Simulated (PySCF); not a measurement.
# The bond of AsF+, level by level

One table from this session's results is given with a row withheld; the runs are named, their logs left out.

Program: PySCF 2.14.0. Level of theory: As def2-TZVPPD, F def2-TZVPPD, no relativity. These are calculated values, not measurements.

The first run:

The job is set up so:

- atoms: As, F
- charge: 1
- basis: As def2-TZVPPD, F def2-TZVPPD
- Hamiltonian: no relativity
- basis functions: 94
- electrons treated: 41
- masses in u: 74.9216, 18.9984
- levels: PBE0, PBE, r²SCAN, MN15, TPSS, r²SCAN0, TPSSh, LDA, CAM-B3LYP, HF, MP2, SCS-MP2, CCSD, CCSD(T)
- grid: 80 radial by 434 angular points
- occupations: held fixed by the projection of orbital angular momentum
- dissociation limit: As+ + F, each in its ground configuration
- starting distance in angstrom: 1.890
- values of 2S to try: 1, 3

On the command line:

```bash
OMP_NUM_THREADS=2 python dia.py task.json out
```

Among the steps run: Set-up; PBE0 along the bond; Excited determinants; PBE (GGA); r²SCAN (meta-GGA); MN15; TPSS; r²SCAN0 (hybrid meta-GGA); TPSSh; LDA; CAM-B3LYP (range-separated hybrid); UHF (mean field); MP2 and coupled cluster.

One table of the session follows, with a row left open; its other results are not shown here.

It belongs to the step «The curves together». Energy (eV) from each level's lowest point:

```
R (Å)    UHF  UHF-MP2  UHF-SCS-MP2  UHF-CCSD  UHF-CCSD(T)
1.431  1.378    1.655        1.657       n/a          n/a
1.498  0.531    0.725        0.727     0.680        0.733
1.564  0.112    0.223        0.224     0.196        0.228
1.614  0.000    0.048        0.048     0.034        0.051
1.664      ?        ?            ?         ?            ?
1.714  0.124    0.050        0.049     0.062        0.045
1.780  0.377    0.228        0.224     0.256        0.215
1.864  0.808    0.572        0.563     0.616        0.545
1.964  1.419    1.088        1.071     1.147        1.040
2.097  2.301    1.907        1.869       n/a          n/a
```

**Question.** Estimate the row for R (Å) = 1.664.

Worked estimate for «UHF». A straight line through the neighbours (1.614, 0.000) and (1.714, 0.124) gives 0.000 + (0.124 − 0.000) × (1.664 − 1.614) / (1.714 − 1.614) = 0.062; a parabola fitted to 4 rows on both sides gives 0.016.

As computed: UHF: 0.014; UHF-MP2: 0.000; UHF-SCS-MP2: 0.000; UHF-CCSD: 0.000; UHF-CCSD(T): 0.000. In «UHF» the line misses by +0.048 and the parabola by +0.002.

Caveats from the session: At some levels the lowest empty orbital lies below the highest filled one (the two can be of opposite spin).
